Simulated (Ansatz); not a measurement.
Write a Python script for Ansatz 0.2.0, Python API that makes an active-space calculation of CH₃Br, SMILES CBr. Use: SC-NEVPT2, def2-SVP basis, multiplicity 1.

The script reads `ch3br.xyz`:
```text
5

C    -0.10636    0.12454    0.08889
Br    1.00217   -1.16702   -0.83472
H     0.51517    0.97479    0.35215
H    -0.50620   -0.35363    0.97770
H    -0.90479    0.42131   -0.58401
```

`ch3br_cas.py`
```python
"""Static correlation in CH3Br: natural occupations of an active space."""

import ansatz as az

geometry = az.Crystal.molecule_from_extxyz("ch3br.xyz")

job = (
    geometry.calculation()
    .basis(gaussian="def2-SVP")
    .accuracy("medium")
    .scf(lower_state_search="light")
    .correlation(active_electrons=6, active_orbitals=6)
)
for method in ["sc_nevpt2"]:
    rep = (job if method is None else job.correlation(method)).run(threads=1, backend="cpu").report
    space = rep["configurations"]
    state = space["states"][0]
    print(method or "casscf", f"total {rep['free_energy_ev'] / 27.211386246:.6f} Ha, active-space state {state['energy']['hartree']:.6f} Ha, mean field {rep['reference_energy_ev'] / 27.211386246:.6f} Ha")
    print("  determinants", state["n_determinants"], " natural occupations", [round(n, 3) for n in space["natural_occupations"]])
```

```console
$ python ch3br_cas.py
Warning: the results are in doubt because another end's mean lies 0.000 eV lower, and its corrected mean 0.000 eV higher
RunWarning: the results are in doubt because another end's mean lies 0.000 eV lower, and its corrected mean 0.000 eV higher
sc_nevpt2 total -2612.059636 Ha, active-space state -2611.743431 Ha, mean field -2611.683768 Ha
  determinants 400  natural occupations [1.982, 1.979, 1.968, 0.033, 0.02, 0.019]
```
(Warnings from the package without file and line.)

Caveats:
- These settings explore the input space; basis and method may be short of convergence.
- The geometry is a force-field or estimated start, not a minimum of this method, and the basis set is short of its limit. The active space starts as a window about the frontier orbitals and is then optimised, not chosen by chemistry.
- A lower CASSCF solution was found and passed over, so the printed active-space state isn't the lowest.
- The whole script took 4.6 s on 1 thread of Arm Neoverse V2, on a shared host, peak memory 0.18 GiB.

(Lines on the test bed's own set-up are left out of the output.)
